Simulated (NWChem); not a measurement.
# A workflow on the pair PF3···BH3SO

Aim: a single-point energy (singlet BPH3SOF3, PBE-D3(BJ)/STO-3G), then the energy (singlet PF3, PBE-D3(BJ)/STO-3G), then the energy (singlet BH3SO, PBE-D3(BJ)/STO-3G), then a single-point energy (singlet PF3, PBE-D3(BJ)/STO-3G), then a single-point energy (singlet BH3SO, PBE-D3(BJ)/STO-3G) of BF3H3OPS and its partners. 

The calculation is run with NWChem 7.3.0.

### Step 1. The structure to begin with

BPH3SOF3: 10 atoms, total charge 0, spin state singlet. The two molecules were placed rigidly side by side, at 1 times their contact distance; the pair isn't optimised.

Bond lengths: F1–P2 1.572 Å, P2–F3 1.572 Å, P2–F4 1.572 Å, O5–B6 1.351 Å, B6–S7 1.813 Å, O5–H8 0.961 Å, B6–H9 1.193 Å, S7–H10 1.340 Å. Angles: F1–P2–F3 97.6°, F1–P2–F4 97.6°, F3–P2–F4 97.6°, O5–B6–S7 121.4°, O5–B6–H9 118.0°, S7–B6–H9 120.6°, B6–O5–H8 115.3°, B6–S7–H10 96.0°.

### Step 2. The energy at PBE-D3(BJ)/STO-3G (run 1)

a.nw reads:

```
START a
memory 2200 mb
GEOMETRY units bohr noautosym nocenter noautoz
   F   1.57678748 -1.25330416  1.65262219
   P  -0.56219352  0.59447004  0.74137735
   F  -2.00670017 -1.31623204 -1.01455616
   F   0.99210622  1.97510395 -1.37946228
   O  -0.01296352  5.92111666 -5.40507025
   B  -1.14919915  7.89565369 -6.55765201
   S  -2.44311352  7.61342310 -9.71712291
   H   0.05202416  4.38760391 -6.37648397
   H  -1.28055401  9.84524634 -5.43394527
   H  -3.27638826 10.00009050 -9.87669138
END
BASIS spherical bse
   F library STO-3G
   P library STO-3G
   O library STO-3G
   B library STO-3G
   S library STO-3G
   H library STO-3G
END
DFT
   xc xpbe96 cpbe96
   mult 1
   disp vdw 4
   grid fine
   convergence energy 1e-08
   maxiter 100
   mulliken
   print low
END
TASK dft energy
```

Launch:

```
nwchem a.nw > a.out
```

What it wrote:

```text
[...]
 d= 0,ls=0.0,diis     1  -1125.9195769202 -1.53D+03  7.30D-02  1.52D+00     0.6
[...]
 d= 0,ls=0.0,diis    11  -1126.2435901471 -7.90D-10  6.67D-07  4.08D-10     3.9
         Total DFT energy =    -1126.243590147058
      One electron energy =    -2383.486318433413
           Coulomb energy =      942.978934712400
    Exchange-Corr. energy =      -94.107475813429
 Nuclear repulsion energy =      408.377056586762
    Dispersion correction =       -0.005787199378
[...]
      Total Density - Mulliken Population Analysis
     ---------------------------------------------
    Atom       Charge   Shell Charges
 -----------   ------   -------------------------------------------------------
    1 F    9     9.22   2.00  1.97  5.25
    2 P   15    14.35   2.00  1.99  5.91  1.74  2.70
    3 F    9     9.22   2.00  1.97  5.25
    4 F    9     9.22   2.00  1.97  5.25
    5 O    8     8.27   2.00  1.82  4.45
    6 B    5     4.95   1.99  0.94  2.02
    7 S   16    15.98   2.00  2.00  5.95  1.88  4.15
    8 H    1     0.76   0.76
    9 H    1     1.05   1.05
   10 H    1     0.99   0.99
[...]
```

Wall time 4.5 s (1 thread of Intel Xeon 6975P-C (Granite Rapids), shared host); peak memory 0.12 GiB.

### Step 3. PF3: the energy at PBE-D3(BJ)/STO-3G (run 2)

mol.nw reads:

```
start mol
memory total 2200 mb
geometry units atomic noautosym nocenter noautoz
  F      1.57678748    -1.25330416     1.65262219
  P     -0.56219352     0.59447004     0.74137735
  F     -2.00670017    -1.31623204    -1.01455616
  F      0.99210622     1.97510395    -1.37946228
end
basis spherical bse
  * library STO-3G
end
dft
  xc xpbe96 cpbe96
  disp vdw 4
  grid fine
  convergence energy 1e-08
  maxiter 100
  mulliken
  print low
end
task dft energy
```

Launch:

```
nwchem mol.nw > mol.out
```

What it wrote:

```text
[...]
 d= 0,ls=0.0,diis     1   -631.9644458084 -8.23D+02  1.13D-01  9.55D-01     0.2
[...]
 d= 0,ls=0.0,diis     7   -632.1868478374 -7.26D-09  1.58D-07  1.73D-11     0.7
         Total DFT energy =     -632.186847837354
      One electron energy =    -1264.727613936641
           Coulomb energy =      496.533877097994
    Exchange-Corr. energy =      -54.753269974300
 Nuclear repulsion energy =      190.761906043572
    Dispersion correction =       -0.001747067979
[...]
      Total Density - Mulliken Population Analysis
     ---------------------------------------------
    Atom       Charge   Shell Charges
 -----------   ------   -------------------------------------------------------
    1 F    9     9.22   2.00  1.97  5.25
    2 P   15    14.35   2.00  1.99  5.91  1.74  2.70
    3 F    9     9.22   2.00  1.97  5.25
    4 F    9     9.22   2.00  1.97  5.25
[...]
```

Wall time 1.4 s (1 thread of Intel Xeon 6975P-C (Granite Rapids), shared host); peak memory 0.12 GiB.

### Step 4. BH3SO: a single-point energy at PBE-D3(BJ)/STO-3G (run 3)

bh3os.nw reads:

```
start bh3os
memory total 2200 mb

geometry units bohr noautosym nocenter noautoz
O     -0.01296352     5.92111666    -5.40507025
B     -1.14919915     7.89565369    -6.55765201
S     -2.44311352     7.61342310    -9.71712291
H      0.05202416     4.38760391    -6.37648397
H     -1.28055401     9.84524634    -5.43394527
H     -3.27638826    10.00009050    -9.87669138
end

basis spherical bse
* library STO-3G
end

dft
xc xpbe96 cpbe96
disp vdw 4
grid fine
convergence energy 1e-08
iterations 100
mulliken
print low
end

task dft
```

Launch:

```
nwchem bh3os.nw > bh3os.out
```

What it wrote:

```text
[...]
 d= 0,ls=0.0,diis     1   -493.9546140084 -5.83D+02  8.82D-02  5.58D-01     0.3
[...]
 d= 0,ls=0.0,diis    10   -494.0558461626 -4.56D-09  1.75D-06  1.24D-09     1.4
         Total DFT energy =     -494.055846162561
      One electron energy =     -861.059758837245
           Coulomb energy =      317.592462831373
    Exchange-Corr. energy =      -39.353917477180
 Nuclear repulsion energy =       88.768728045546
    Dispersion correction =       -0.003360725054
[...]
      Total Density - Mulliken Population Analysis
     ---------------------------------------------
    Atom       Charge   Shell Charges
 -----------   ------   -------------------------------------------------------
    1 O    8     8.27   2.00  1.82  4.46
    2 B    5     4.95   1.99  0.94  2.02
    3 S   16    15.98   2.00  2.00  5.95  1.88  4.15
    4 H    1     0.76   0.76
    5 H    1     1.05   1.05
    6 H    1     0.99   0.99
[...]
```

Wall time 2.2 s (1 thread of Intel Xeon 6975P-C (Granite Rapids), shared host); peak memory 0.12 GiB.

### Step 5. PF3 among ghost functions: a single-point energy at PBE-D3(BJ)/STO-3G (with ghost functions) (run 4)

calc.nw reads:

```
start calc
memory stack 880 mb heap 220 mb global 1100 mb
charge 0
geometry units au noautosym nocenter noautoz
  F    1.57678748  -1.25330416   1.65262219
  P   -0.56219352   0.59447004   0.74137735
  F   -2.00670017  -1.31623204  -1.01455616
  F    0.99210622   1.97510395  -1.37946228
  bqO     -0.012964     5.921117    -5.405070
  bqB     -1.149199     7.895654    -6.557652
  bqS     -2.443114     7.613423    -9.717123
  bqH      0.052024     4.387604    -6.376484
  bqH     -1.280554     9.845246    -5.433945
  bqH     -3.276388    10.000091    -9.876691
end
basis spherical bse
  F library STO-3G
  P library STO-3G
  bqO library O STO-3G
  bqB library B STO-3G
  bqS library S STO-3G
  bqH library H STO-3G
end
dft
  xc xpbe96 cpbe96
  disp vdw 4
  grid fine
  convergence energy 1e-08
  iterations 100
  mulliken
  print low
end
task dft
```

Launch:

```
nwchem calc.nw > calc.out
```

What it wrote:

```text
[...]
 d= 0,ls=0.0,diis     1   -631.9645691212 -8.23D+02  5.91D-02  9.55D-01     0.5
[...]
 d= 0,ls=0.0,diis     7   -632.1869584845 -1.64D-09  1.19D-07  1.98D-11     2.1
         Total DFT energy =     -632.186958484518
      One electron energy =    -1264.725264649985
           Coulomb energy =      496.531212068354
    Exchange-Corr. energy =      -54.753064878480
 Nuclear repulsion energy =      190.761906043572
    Dispersion correction =       -0.001747067979
[...]
      Total Density - Mulliken Population Analysis
     ---------------------------------------------
    Atom       Charge   Shell Charges
 -----------   ------   -------------------------------------------------------
    1 F    9     9.22   2.00  1.97  5.25
    2 P   15    14.35   2.00  1.99  5.91  1.74  2.70
    3 F    9     9.22   2.00  1.97  5.25
    4 F    9     9.22   2.00  1.97  5.25
    5 X    0     0.00  -0.00  0.00  0.00
    6 X    0     0.00   0.00  0.00  0.00
    7 X    0     0.00   0.00  0.00 -0.00  0.00  0.00
    8 X    0     0.00   0.00
    9 X    0     0.00   0.00
   10 X    0     0.00   0.00
[...]
```

Wall time 2.8 s (1 thread of Intel Xeon 6975P-C (Granite Rapids), shared host); peak memory 0.12 GiB.

### Step 6. BH3SO among ghost functions: the energy at PBE-D3(BJ)/STO-3G (with ghost functions) (run 5)

bh3os.nw reads:

```
start bh3os
title "BH3OS"
memory stack 880 mb heap 220 mb global 1100 mb

geometry units au noautosym nocenter noautoz
 O     -0.01296352     5.92111666    -5.40507025
 B     -1.14919915     7.89565369    -6.55765201
 S     -2.44311352     7.61342310    -9.71712291
 H      0.05202416     4.38760391    -6.37648397
 H     -1.28055401     9.84524634    -5.43394527
 H     -3.27638826    10.00009050    -9.87669138
 bqF      1.576787    -1.253304     1.652622
 bqP     -0.562194     0.594470     0.741377
 bqF     -2.006700    -1.316232    -1.014556
 bqF      0.992106     1.975104    -1.379462
end

basis spherical bse
 O library STO-3G
 B library STO-3G
 S library STO-3G
 H library STO-3G
 bqF library F STO-3G
 bqP library P STO-3G
end

dft
 xc xpbe96 cpbe96
 disp vdw 4
 grid fine
 convergence energy 1e-08
 iterations 100
 mulliken
 print low
end

task dft
```

Launch:

```
nwchem bh3os.nw > bh3os.out
```

What it wrote:

```text
[...]
 d= 0,ls=0.0,diis     1   -493.9546319105 -5.83D+02  4.22D-02  5.58D-01     0.5
[...]
 d= 0,ls=0.0,diis    10   -494.0558636551 -4.56D-09  8.35D-07  1.24D-09     3.0
         Total DFT energy =     -494.055863655101
      One electron energy =     -861.059604146013
           Coulomb energy =      317.592280380973
    Exchange-Corr. energy =      -39.353907210553
 Nuclear repulsion energy =       88.768728045546
    Dispersion correction =       -0.003360725054
[...]
      Total Density - Mulliken Population Analysis
     ---------------------------------------------
    Atom       Charge   Shell Charges
 -----------   ------   -------------------------------------------------------
    1 O    8     8.27   2.00  1.82  4.46
    2 B    5     4.95   1.99  0.94  2.02
    3 S   16    15.98   2.00  2.00  5.95  1.88  4.15
    4 H    1     0.76   0.76
    5 H    1     1.05   1.05
    6 H    1     0.99   0.99
    7 X    0     0.00   0.00  0.00 -0.00
    8 X    0     0.00   0.00  0.00 -0.00  0.00  0.00
    9 X    0    -0.00  -0.00 -0.00 -0.00
   10 X    0     0.00   0.00  0.00  0.00
[...]
```

It took 3.9 s on 1 thread of Intel Xeon 6975P-C (Granite Rapids), shared host; peak memory 0.12 GiB.

### Step 7. What came out

| quantity | value |
| --- | --- |
| run 1, PBE-D3(BJ)/STO-3G: total energy | -1126.24359 Eh |
| run 1, PBE-D3(BJ)/STO-3G: dispersion energy | -15.19 kJ/mol |
| PF3: total energy | -632.18685 Eh |
| PF3: dispersion energy | -4.59 kJ/mol |
| BH3SO: total energy | -494.05585 Eh |
| BH3SO: dispersion energy | -8.82 kJ/mol |
| PF3 among ghost functions: total energy | -632.18696 Eh |
| PF3 among ghost functions: dispersion energy | -4.59 kJ/mol |
| BH3SO among ghost functions: total energy | -494.05586 Eh |
| BH3SO among ghost functions: dispersion energy | -8.82 kJ/mol |
| interaction energy of the rigid parts PF3 and BH3SO (parts in their own basis; closest atoms 2.98 Å apart) | -0.024 eV |
| interaction energy of the rigid parts PF3 and BH3SO (parts in the whole basis, counterpoise; closest atoms 2.98 Å apart) | -0.021 eV |

The interaction energy of the rigid parts PF3 and BH3SO (parts in their own basis; closest atoms 2.98 Å apart) is −0.02 eV (−2.4 kJ/mol): the parts attract. Without counterpoise this holds the superposition error of the basis. The interaction energy of the rigid parts PF3 and BH3SO (parts in the whole basis, counterpoise; closest atoms 2.98 Å apart) is −0.02 eV (−2.0 kJ/mol): the parts attract. The basis-set superposition error is 0.3 kJ/mol. Mulliken charges (run 1, PBE-D3(BJ)/STO-3G) run from -0.27 on O5 to +0.65 on P2; they depend strongly on the basis.
